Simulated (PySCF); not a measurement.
# SnH2Me(OSiMe3): geometry, NMR shifts and electronic excitations

What NMR shifts and electronic excitations should SnH2Me(OSiMe3) (`[H][Sn]([H])([CH3])[O][Si](C)(C)C`) show?

The runs use PySCF 2.14.0, with density-fitted response routines of our own; the level of theory stands in each step. All values are computed, except where a source is named. Atoms are numbered from 0 throughout.

**1. The molecule as given**

21 atoms, charge 0, multiplicity 1; geometry from: GFN2-xTB. The atoms were then displaced at random by about 0.03 Å, so the start is not that level's minimum.

Bonds of the start (Å): Sn0–H1 1.67, Sn0–H2 1.59, Sn0–C3 2.18, Sn0–O7 1.89, C3–H4 1.04, C3–H5 1.19, C3–H6 1.08, O7–Si8 1.62, Si8–C9 1.92, Si8–C10 1.94, Si8–C11 1.87, C9–H12 1.03, C9–H13 1.06, C9–H14 1.11, C10–H15 1.10, C10–H16 1.05, C10–H17 1.09, C11–H18 1.05, C11–H19 1.17, C11–H20 1.07.

**2. Optimising the geometry at PBE0-D3(BJ)/def2-SVP**

Job settings and geometry (Å):

```
{"job": {"xc": "PBE0", "basis": "def2-SVP", "d3": "d3bj", "grid": 1, "maxiter": 40, "shake": 0.03, "kind": "geom"}, "charge": 0, "multiplicity": 1}
Sn     0.473250     2.230980     0.363830
H      0.424330     2.351300     2.030090
H      1.943260     2.345540    -0.231950
C     -0.939740     3.528020    -0.679530
H     -0.852390     4.557900    -0.557300
H     -2.037540     3.293380    -0.292080
H     -0.976430     3.279680    -1.728680
O     -0.177700     0.520330    -0.087560
Si     0.068740    -1.067600     0.106440
C      1.766860    -1.483380    -0.676850
C     -1.344380    -1.940840    -0.897730
C      0.067150    -1.602000     1.897080
H      1.921640    -2.503430    -0.679080
H      2.511840    -0.926540    -0.167770
H      1.796250    -1.217090    -1.751320
H     -1.322740    -1.572560    -1.938700
H     -1.191750    -2.976230    -0.910390
H     -2.316860    -1.678560    -0.485860
H      0.782110    -1.072990     2.454920
H     -0.996440    -1.390250     2.335860
H      0.213800    -2.659670     1.967010
```

Started as:

```console
$ OMP_NUM_THREADS=1 python probes_run.py task.json out
```

One launch serves the whole session: the jobs run in the order shown.

The program printed:

```text
step   0  E = -739.25757342  max force = 0.067077
step   1  E = -739.29042985  max force = 0.017997
step   2  E = -739.29274853  max force = 0.004019
step   3  E = -739.29311765  max force = 0.001716
step   4  E = -739.29320160  max force = 0.001316
step   5  E = -739.29328015  max force = 0.001181
step   6  E = -739.29333460  max force = 0.000743
step   7  E = -739.29337339  max force = 0.000774
step   8  E = -739.29339824  max force = 0.000486
step   9  E = -739.29341003  max force = 0.000277
optimisation converged
```

Wall time 8.2 min (1 thread of AMD EPYC, shared host); peak memory 0.86 GiB.

Relaxation path:

| step | energy from step 0 (eV) | largest force component (eV/Å) |
| --- | --- | --- |
| 0 | 0.0000 | 3.4492 |
| 1 | -0.8941 | 0.9254 |
| 2 | -0.9572 | 0.2067 |
| 3 | -0.9672 | 0.0882 |
| 4 | -0.9695 | 0.0677 |
| 5 | -0.9716 | 0.0607 |
| 6 | -0.9731 | 0.0382 |
| 7 | -0.9742 | 0.0398 |
| 8 | -0.9748 | 0.0250 |
| 9 | -0.9752 | 0.0142 |

Distances of close pairs at the start and the end, largest changes first:

```
   bond  before (Å)  after (Å)  change (Å)
 Sn0–H2       1.590      1.718      +0.128
 Sn0–O7       1.885      1.985      +0.099
  C3–H5       1.188      1.099      -0.089
 C9–H12       1.032      1.102      +0.071
C11–H19       1.170      1.102      -0.068
Si8–C10       1.941      1.874      -0.067
  C3–H4       1.041      1.099      +0.059
C10–H16       1.047      1.102      +0.055
```

The next job starts from the end point, and lists it.

```
                         at the end point                value
  point group (found at 0.08 Å tolerance)                   C1
rotational constants (GHz, main isotopes)  2.411, 0.588, 0.562
                        dipole moment (D)                 1.57
```

**3. Shielding tensors: PBE0/def2-TZVP+pcSseg-1**

Job settings and geometry (Å):

```
{"job": {"kind": "nmr", "xc": "PBE0", "basis": {"default": "pcSseg-1", "Sn": "def2-TZVP"}}, "charge": 0, "multiplicity": 1}
Sn     0.352008     2.236236     0.329663
H      0.290034     2.280893     2.046475
H      1.972977     2.304812    -0.236900
C     -0.926096     3.673196    -0.599123
H     -0.606771     4.694292    -0.346191
H     -1.957442     3.520006    -0.252729
H     -0.891215     3.541304    -1.689234
O     -0.394498     0.487891    -0.240020
Si     0.002728    -1.109401    -0.004971
C      1.705984    -1.465750    -0.721235
C     -1.291791    -2.141078    -0.883653
C      0.012859    -1.514961     1.832772
H      1.973855    -2.528143    -0.600518
H      2.485898    -0.866718    -0.223610
H      1.736532    -1.229836    -1.796895
H     -1.317166    -1.899128    -1.957626
H     -1.082486    -3.217944    -0.780199
H     -2.293567    -1.945601    -0.470511
H      0.762500    -0.915687     2.374933
H     -0.970382    -1.310776     2.285897
H      0.249302    -2.577615     2.004108
```

With the program's defaults for keys left out, this is: GIAO PBE0/pcSseg-1 Sn:def2-TZVP NMR shielding, scalar relativity only through core potentials, gas phase.

The program printed:

```text
coarse grid: 74952 points
cycle   1  E = -736.8755189148  dE = -3.423e+01  |g| = 3.226e+00  |ddm| = 3.126e+01
cycle   2  E = -669.1161389706  dE =  6.776e+01  |g| = 1.252e+01  |ddm| = 3.700e+01
cycle   3  E = -739.3902119550  dE = -7.027e+01  |g| = 7.943e-01  |ddm| = 3.607e+01
cycle   4  E = -739.4094907088  dE = -1.928e-02  |g| = 7.742e-01  |ddm| = 1.115e+00
cycle   5  E = -739.5153552578  dE = -1.059e-01  |g| = 1.201e-01  |ddm| = 5.737e-01
cycle   6  E = -739.5179758814  dE = -2.621e-03  |g| = 6.239e-02  |ddm| = 1.616e-01
cycle   7  E = -739.5188125327  dE = -8.367e-04  |g| = 1.340e-02  |ddm| = 6.217e-02
cycle   8  E = -739.5188532241  dE = -4.069e-05  |g| = 3.599e-03  |ddm| = 1.474e-02
cycle   9  E = -739.5188560403  dE = -2.816e-06  |g| = 7.918e-04  |ddm| = 3.846e-03
final grid: 157224 points
cycle  10  E = -739.5189340949  dE = -3.430e-08  |g| = 8.386e-04  |ddm| = 2.377e-03
cycle  11  E = -739.5189340261  dE =  6.879e-08  |g| = 9.844e-04  |ddm| = 1.460e-03
cycle  12  E = -739.5189342639  dE = -2.378e-07  |g| = 9.438e-05  |ddm| = 8.065e-04
cycle  13  E = -739.5189342655  dE = -1.519e-09  |g| = 2.529e-05  |ddm| = 7.980e-05
cycle  14  E = -739.5189342656  dE = -1.205e-10  |g| = 4.983e-06  |ddm| = 2.205e-05
converged SCF energy = -739.5189342656

GIAO shielding tensors (ppm)
atom      isotropic    diamagn.    paramagn.     s11        s22        s33       span
  0 Sn         nan         nan         nan        nan        nan        nan        nan
  1 H       25.648      29.732      -4.084     17.386     21.149     38.411     21.025
  2 H       25.646      29.800      -4.154     17.373     21.193     38.373     21.000
  3 C      189.530     251.257     -61.727    177.798    193.380    197.413     19.615
  4 H       31.184      25.461       5.723     25.439     27.463     40.651     15.212
  5 H       30.600      30.333       0.267     24.911     28.251     38.636     13.725
  6 H       30.602      30.424       0.178     24.903     28.270     38.632     13.729
  7 O      295.219     404.225    -109.006    247.816    310.487    327.354     79.538
  8 Si     333.748     882.311    -548.564    305.722    321.185    374.335     68.613
  9 C      182.278     257.743     -75.465    174.851    182.070    189.912     15.061
 10 C      182.028     256.584     -74.557    172.811    182.417    190.854     18.043
 11 C      182.129     257.750     -75.621    175.072    181.517    189.798     14.727
 12 H       31.450      30.785       0.664     27.328     28.544     38.478     11.149
 13 H       31.151      33.679      -2.528     26.887     30.279     36.287      9.400
 14 H       31.140      32.782      -1.642     27.600     28.627     37.192      9.592
 15 H       31.011      32.098      -1.087     26.944     28.952     37.138     10.195
 16 H       31.501      30.136       1.365     27.363     28.721     38.419     11.056
 17 H       31.018      32.044      -1.026     26.951     28.940     37.164     10.213
 18 H       31.175      33.665      -2.489     26.951     30.293     36.283      9.332
 19 H       31.130      32.733      -1.603     27.605     28.629     37.156      9.551
 20 H       31.437      30.766       0.671     27.315     28.531     38.465     11.150
```

It took 2.5 min on 1 thread of AMD EPYC, shared host; peak memory 1.3 GiB.

Shifts follow as δ = σ(reference) − σ, with reference shieldings (ppm) from runs at the same level and on the same kind of geometry: 1H TMS 31.27, 13C TMS 184.4, 29Si TMS 352.0, 17O H2O 334.6. The references are single molecules in the gas phase, so shifts against H2O, NH3, PH3, H3PO4 or CFCl3 are not on the usual liquid scales and can be off by tens of ppm. Atoms listed in one row are averaged.

| atoms | environment | σ (ppm) | δ (ppm) |
| --- | --- | --- | --- |
| C9, C10, C11 | carbon bonded to Si, 3 H | 182.1 | 2.3 |
| C3 | carbon bonded to Sn, 3 H | 189.5 | -5.1 |
| H1, H2 | hydrogen on a Sn bonded to C, O | 25.65 | 5.62 |
| H4, H5, H6 | hydrogen on a carbon bonded to Sn | 30.80 | 0.47 |
| H12, H13, H14, H15, H16 and 4 more | hydrogen on a carbon bonded to Si | 31.22 | 0.04 |
| O7 | oxygen bonded to Si, Sn | 295.2 | 39.3 |
| Si8 | silicon bonded to 3 C, O | 333.7 | 18.2 |

Atoms past Kr carry core potentials, so their printed shieldings have no meaning and are left out of the table.

The run also stored atomic charges by several schemes (e):

| atoms | Mulliken | ESP fit |
| --- | --- | --- |
| Sn0 | 0.63 | 0.79 |
| C3 | -0.52 | -0.64 |
| O7 | -0.80 | -0.66 |
| Si8 | 1.09 | 1.17 |
| C9, C10, C11 | -0.65 | -0.76 |

Mayer bond orders: Sn0–C3 1.04, Sn0–O7 0.81, O7–Si8 0.97, Si8–C9 0.94, Si8–C10 0.95, Si8–C11 0.94.

With diffuse functions Mulliken charges and Mayer bond orders lose their meaning; the other schemes are steadier.

The fields below are evaluated on a grid from the run's orbitals.

Frontier orbitals at PBE0/def2-TZVP+pcSseg-1, with the share of their density that lies nearest to each atom:

```
orbital  energy (eV)                                    lies on
   HOMO        -7.59  O7 39 %; C9, C11 about 15 % each; Si8 8 %
   LUMO        -0.10  Sn0 19 %; H1, H2 about 18 % each; O7 16 %
```

ELF in a plane through or near 7 of the atoms.

Ten even steps from '0' (0.00) to '9' (1.00):
```
0000000000000000000000000000
0000000000000000000000000000
0000000000000000000000000000
0000000000000000000000000000
0000000000000000000000000000
0000000000000000122100000000
0000000000000001222200000000
0000000000011001254210000000
0000000000231232344332683000
0000000001144677166278999000
0000000001188764512857999000
0000001655831688602622784000
0000007997484157300365310000
0000008996752013100133100000
0000003985662000000000000000
0000000223551000000000000000
0000000001110000000000000000
0000000000000000000000000000
0000000000000000000000000000
0000000000000000000000000000
```
The map spans 14.7 Å across and 10.1 Å up, centred on the molecule. Atoms in the plane (x, y in Å): Sn0 (2.2, 0.8), C3 (3.8, -0.6), H4 (4.7, -0.1), O7 (0.5, -0.4), Si8 (-1.1, -0.1), C10 (-1.9, -1.8), H16 (-3.0, -1.7).

On the surface of density 0.002 e/bohr³ the electrostatic potential runs, from the 1st to the 99th percentile, from -1.39 V near O7 to 1.43 V near H1.

**4. TDDFT and polarisability: wB97X-D/def2-SVPD**

Settings changed since step 3:

```diff
@@ -1,2 +1,2 @@
-{"job": {"kind": "nmr", "xc": "PBE0", "basis": {"default": "pcSseg-1", "Sn": "def2-TZVP"}}, "charge": 0, "multiplicity": 1}
+{"job": {"kind": "uv", "xc": "wB97X-D", "basis": "def2-SVPD", "ip": false, "nstates": 10}, "charge": 0, "multiplicity": 1}
 Sn     0.352008     2.236236     0.329663
```

With the program's defaults for keys left out, this is: TDDFT wB97X-D/def2-SVPD, vertical, gas phase, core orbitals frozen in the response.

The program printed:

```text
coarse grid: 74952 points
cycle   1  E = -736.5933387536  dE = -2.048e+01  |g| = 3.059e+00  |ddm| = 1.951e+01
cycle   2  E = -657.3989004596  dE =  7.919e+01  |g| = 1.383e+01  |ddm| = 1.431e+02
cycle   3  E = -739.3444619833  dE = -8.195e+01  |g| = 1.247e+00  |ddm| = 1.427e+02
cycle   4  E = -739.5833777996  dE = -2.389e-01  |g| = 7.532e-01  |ddm| = 2.395e+00
cycle   5  E = -739.6830333141  dE = -9.966e-02  |g| = 1.604e-01  |ddm| = 1.210e+00
cycle   6  E = -739.6887083826  dE = -5.675e-03  |g| = 5.013e-02  |ddm| = 4.219e-01
cycle   7  E = -739.6894868129  dE = -7.784e-04  |g| = 1.120e-02  |ddm| = 1.126e-01
cycle   8  E = -739.6895229691  dE = -3.616e-05  |g| = 3.027e-03  |ddm| = 2.973e-02
cycle   9  E = -739.6895258076  dE = -2.839e-06  |g| = 9.685e-04  |ddm| = 1.196e-02
final grid: 157224 points
cycle  10  E = -739.6863478664  dE = -6.094e-06  |g| = 1.436e-03  |ddm| = 1.601e-02
cycle  11  E = -739.6863478443  dE =  2.206e-08  |g| = 1.490e-03  |ddm| = 4.873e-03
cycle  12  E = -739.6863482486  dE = -4.043e-07  |g| = 2.919e-04  |ddm| = 2.229e-03
cycle  13  E = -739.6863482640  dE = -1.542e-08  |g| = 4.177e-05  |ddm| = 5.817e-04
cycle  14  E = -739.6863482647  dE = -6.389e-10  |g| = 1.767e-05  |ddm| = 1.495e-04
converged SCF energy = -739.6863482647

Static polarisability (au): isotropic 116.827, principal 109.394 113.286 127.803

Singlet excitations
state   eV       nm        f      main configurations
  1   6.5970    187.9   0.01885   H->L 0.62, H->L+2 0.09, H-3->L 0.09
  2   6.9126    179.4   0.06419   H-1->L 0.54, H-2->L 0.17, H-1->L+2 0.09
  3   7.4251    167.0   0.00614   H->L+1 0.77, H->L+2 0.10
  4   7.5996    163.1   0.00604   H->L+2 0.53, H->L+3 0.10
  5   7.6534    162.0   0.03721   H-2->L 0.54, H-1->L+2 0.15, H-1->L+1 0.12
  6   7.7115    160.8   0.03703   H-1->L+1 0.61, H-2->L+1 0.12
  7   7.8034    158.9   0.02651   H-3->L 0.45, H->L+3 0.22, H-3->L+1 0.12
  8   7.8741    157.5   0.09432   H-1->L+2 0.34, H-2->L+2 0.27, H-1->L+3 0.15
  9   8.2643    150.0   0.19866   H-1->L+4 0.16, H-1->L+3 0.12, H-2->L+1 0.10
 10   8.2686    149.9   0.20312   H->L+4 0.14, H->L+3 0.13, H-3->L+1 0.11

Triplet excitations (Tamm-Dancoff, eV): 6.2347 6.4858 6.9605 6.9927
```

Run time: 3.8 min. Hardware: 1 thread of AMD EPYC, shared host; peak memory 1.6 GiB.

The orbitals next to the gap, with their largest atomic shares:

```csv
orbital,eV,atoms
HOMO−3,-10.64,"Sn0 20 %, H2 14 %, H1 14 %"
HOMO−2,-10.37,"C3 31 %, Sn0 19 %, C10 10 %"
HOMO−1,-9.59,"O7 29 %, C10 20 %, Si8 13 %"
HOMO,-9.44,"O7 36 %, C9 16 %, C11 15 %"
LUMO,1.44,"Sn0 47 %, O7 11 %, H2 10 %"
LUMO+1,1.73,"Sn0 42 %, H2 11 %, H1 11 %"
LUMO+2,1.93,"Sn0 27 %, C3 22 %, O7 10 %"
```

With each of the 10 states as a Gaussian band of 0.4 eV half-width at 1/e, the curve within the window shown has maxima at 180 nm (ε 3,200), 152 nm (ε 19,000) L/(mol cm). Beyond the last state computed it falls off for lack of states. The curve at chosen wavelengths:

| nm | ε (L/mol/cm) |
| --- | --- |
| 145 | 9434 |
| 147 | 13758 |
| 150 | 18183 |
| 152 | 18760 |
| 155 | 16757 |
| 157 | 14562 |
| 160 | 11181 |
| 162 | 9084 |
| 165 | 6311 |
| 167 | 4844 |
| 170 | 3426 |
| 172 | 3007 |
| 175 | 2936 |
| 177 | 3054 |
| 180 | 3167 |
| 182 | 3097 |
| 185 | 2750 |
| 187 | 2403 |
| 190 | 1819 |
| 192 | 1443 |
| 195 | 958 |
| 197 | 701 |
| 200 | 415 |
| 202 | 282 |
| 205 | 150 |
| 207 | 95 |

Leading natural transition orbitals of singlet state 10: the hole lies on C11 29 %; O7 19 %; Si8 13 %; the particle on H20 14 %; H16, H19 about 10 % each; H12, H17 about 8 % each.

Leading natural transition orbitals of singlet state 1: the hole lies on O7 58 %; H1, H2 about 9 % each; C9, C11 about 7 % each; the particle on Sn0 22 %; O7 20 %; H1, H2 about 16 % each.

Further results of this job:

| property | computed |
| --- | --- |
| dipole moment (D) | 1.52 |
| polarisability (Å³) | 17.31 |
| HOMO–LUMO gap (eV) | 10.89 |
| −ε(HOMO) (eV) | 9.44 |

**5. Shielding tensors: KT2/def2-TZVP+pcSseg-1**

Settings changed since step 4:

```diff
@@ -1,2 +1,2 @@
-{"job": {"kind": "uv", "xc": "wB97X-D", "basis": "def2-SVPD", "ip": false, "nstates": 10}, "charge": 0, "multiplicity": 1}
+{"job": {"kind": "nmr", "xc": "KT2", "basis": {"default": "pcSseg-1", "Sn": "def2-TZVP"}, "pop": false}, "charge": 0, "multiplicity": 1}
 Sn     0.352008     2.236236     0.329663
```

With the program's defaults for keys left out, this is: GIAO KT2/pcSseg-1 Sn:def2-TZVP NMR shielding, scalar relativity only through core potentials, gas phase.

The program printed:

```text
coarse grid: 74952 points
cycle   1  E = -743.9519656022  dE = -3.313e+01  |g| = 3.513e+00  |ddm| = 3.056e+01
cycle   2  E = -642.3350183455  dE =  1.016e+02  |g| = 1.157e+01  |ddm| = 4.292e+01
cycle   3  E = -747.1221269996  dE = -1.048e+02  |g| = 1.317e+00  |ddm| = 4.200e+01
cycle   4  E = -747.0655308211  dE =  5.660e-02  |g| = 1.529e+00  |ddm| = 2.469e+00
cycle   5  E = -747.5416771031  dE = -4.761e-01  |g| = 2.497e-01  |ddm| = 1.186e+00
cycle   6  E = -747.5535516585  dE = -1.187e-02  |g| = 1.520e-01  |ddm| = 4.104e-01
cycle   7  E = -747.5584493116  dE = -4.898e-03  |g| = 4.111e-02  |ddm| = 1.591e-01
cycle   8  E = -747.5588007179  dE = -3.514e-04  |g| = 1.569e-02  |ddm| = 5.238e-02
cycle   9  E = -747.5588579020  dE = -5.718e-05  |g| = 6.802e-03  |ddm| = 2.233e-02
cycle  10  E = -747.5588689602  dE = -1.106e-05  |g| = 2.069e-03  |ddm| = 7.587e-03
cycle  11  E = -747.5588699654  dE = -1.005e-06  |g| = 5.556e-04  |ddm| = 2.405e-03
final grid: 157224 points
cycle  12  E = -747.5589734724  dE =  8.981e-08  |g| = 1.008e-03  |ddm| = 2.828e-03
cycle  13  E = -747.5589726839  dE =  7.886e-07  |g| = 2.072e-03  |ddm| = 2.934e-03
cycle  14  E = -747.5589737162  dE = -1.032e-06  |g| = 3.430e-04  |ddm| = 1.953e-03
cycle  15  E = -747.5589737406  dE = -2.440e-08  |g| = 3.849e-05  |ddm| = 3.049e-04
cycle  16  E = -747.5589737409  dE = -2.947e-10  |g| = 8.101e-06  |ddm| = 3.722e-05
converged SCF energy = -747.5589737409

GIAO shielding tensors (ppm)
atom      isotropic    diamagn.    paramagn.     s11        s22        s33       span
  0 Sn         nan         nan         nan        nan        nan        nan        nan
  1 H       25.310      29.827      -4.517     17.120     20.965     37.844     20.725
  2 H       25.305      29.895      -4.590     17.104     21.006     37.804     20.700
  3 C      186.701     253.048     -66.348    173.638    191.571    194.892     21.254
  4 H       31.032      25.048       5.984     25.480     27.447     40.168     14.688
  5 H       30.472      30.862      -0.390     25.023     28.209     38.185     13.162
  6 H       30.475      30.971      -0.496     25.014     28.228     38.182     13.168
  7 O      276.041     403.828    -127.787    225.576    289.238    313.309     87.733
  8 Si     339.619     885.754    -546.136    308.486    325.133    385.236     76.749
  9 C      180.907     257.612     -76.705    173.122    180.109    189.489     16.367
 10 C      180.834     256.548     -75.714    171.017    180.931    190.556     19.539
 11 C      180.717     257.621     -76.904    173.304    179.478    189.370     16.066
 12 H       31.343      30.738       0.605     27.353     28.528     38.147     10.794
 13 H       31.038      33.714      -2.675     26.945     30.205     35.965      9.021
 14 H       31.058      32.801      -1.743     27.701     28.612     36.860      9.159
 15 H       30.933      32.137      -1.204     27.032     28.911     36.856      9.823
 16 H       31.375      30.100       1.275     27.359     28.671     38.095     10.736
 17 H       30.939      32.082      -1.143     27.035     28.898     36.883      9.848
 18 H       31.063      33.697      -2.634     27.014     30.219     35.957      8.944
 19 H       31.044      32.752      -1.708     27.701     28.613     36.817      9.116
 20 H       31.329      30.720       0.609     27.342     28.513     38.133     10.792
```

It took 2.8 min on 1 thread of AMD EPYC, shared host; peak memory 1.3 GiB.

Key values: δ C9 2.4, C3 -3.5, O7 54.6, Si8 21.4, H1 5.87, H4 0.52 ppm (means over like atoms).

**6. Comparing the runs: NMR shifts**

Shifts (ppm), means over like atoms, with basis size and wall time:

```csv
run,C9,C3,H1,H4,H12,O7,Si8,functions,time
PBE0/def2-TZVP+pcSseg-1,2.3,-5.1,5.62,0.47,0.04,39.3,18.2,229,2.5 min
KT2/def2-TZVP+pcSseg-1,2.4,-3.5,5.87,0.52,0.05,54.6,21.4,229,2.8 min
```

**7. Outcome**

```
                                                                         quantity                         value
                                                                      point group                            C1
                                             rotational constants (main isotopes)          2.41, 0.59, 0.56 GHz
13C shifts against TMS (PBE0/def2-TZVP+pcSseg-1, means over atoms taken as alike)                 2.3, -5.1 ppm
 1H shifts against TMS (PBE0/def2-TZVP+pcSseg-1, means over atoms taken as alike)          5.62, 0.47, 0.04 ppm
                                 17O shifts against H2O (PBE0/def2-TZVP+pcSseg-1)                      39.3 ppm
                                29Si shifts against TMS (PBE0/def2-TZVP+pcSseg-1)                      18.2 ppm
                                            surface potential, 1st and 99th percentile            -1.39 V and 1.43 V
                                               lowest singlet (wB97X-D/def2-SVPD)   6.60 eV (188 nm), f = 0.019
                                         brightest single state of those computed  state 10, 8.27 eV, f = 0.203
                                                                   lowest triplet                       6.23 eV
                                                         range of the shift of O7              39.3 to 54.6 ppm
```

What this shows: The start was shaken at random, so part of the energy gained undoes that. The optimisation took 9 steps and gained 0.975 eV; among the close pairs (by a distance rule), Sn0–H2 changed most, from 1.590 to 1.718 Å. At PBE0/def2-TZVP+pcSseg-1: Shielding is most anisotropic at O7 (span 80 ppm, paramagnetic term -109 ppm). The lowest singlet, at 6.60 eV, is HOMO→LUMO 0.62, HOMO→LUMO+2 0.09 and is weak; of the 10 states computed, the strongest absorption comes from states 9 to 10 together at 8.27 eV (the last computed, so partners may be missing). The lowest triplet lies 0.36 eV below the lowest singlet (triplets in Tamm-Dancoff, singlets in full TDDFT). Spin-orbit coupling, left out, mixes singlets and triplets in elements this heavy. In ppm, O7 moves most: its shift spreads over 15.3 ppm, from 39.3 (PBE0/def2-TZVP+pcSseg-1) to 54.6 (KT2/def2-TZVP+pcSseg-1). Spin-orbit coupling is left out, which matters for shieldings and couplings at and beside the heavy atoms.
